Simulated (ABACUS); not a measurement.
# HPbNO4 in ABACUS: the effect of functional

Crystal: HPbNO4.

```xyz
14
Lattice="5.0211 0.0000 0.0000 0.0000 5.7070 0.0000 0.0000 0.0000 7.3855" Properties=species:S:1:pos:R:3 pbc="T T T"
H     0.0000    2.8535    1.4267
H     2.5106    0.0000    5.9589
Pb    2.5106    2.8535    7.0352
Pb    0.0000    0.0000    0.3503
N     0.0000    0.0000    4.7012
N     2.5106    2.8535    2.6843
O     0.0000    2.8535    0.4328
O     2.5106    0.0000    6.9527
O     0.0000    1.1168    5.3911
O     0.0000    4.5902    5.3911
O     0.0000    0.0000    3.4527
O     2.5106    3.9703    1.9945
O     2.5106    1.7367    1.9945
O     2.5106    2.8535    3.9328
```

The cell was built by a generator and needn't be a form met in nature.

The cell isn't the ideal one: volume scaled by 1.06.

Alike in all runs:

- Program: ABACUS 3.10.1
- Task: equation of state
- Potentials or basis: SG15 ONCV 1.2 PBE
- Cutoff: 1361 eV
- Density cutoff: 5442 eV
- Basis: DZP LCAO (the cutoffs set its grid)
- k mesh: 4 × 4 × 3
- Occupations: fermi-dirac, width 0.05 eV
- Spin: no spin polarisation

```csv
functional,gap on the mesh (eV),pressure (GPa),largest force (eV/Å)
LDA,2.34,-5.2,0.95
PBE,2.52,-1.5,0.36
PBEsol,2.42,-3.5,0.64
SOGGA,?,?,?
WC,2.44,-3.4,0.56
r2SCAN,2.88,-4.8,0.49
```

Q: What does the run with functional SOGGA give?

A: gap on the mesh 2.40 eV; pressure -3.9 GPa; largest force 0.65 eV/Å.

Caveats: the atomic orbitals were generated for these runs and aren't a published set; spin-orbit coupling is left out, which as a rule narrows the gap of such compounds by several tenths of an eV; an odd mesh through Γ misses points on the zone boundary, where band edges often lie; the basis of atomic orbitals isn't converged, which shifts pressures, moduli and gaps; the potentials were made for another functional, which shifts forces and pressure (some runs).
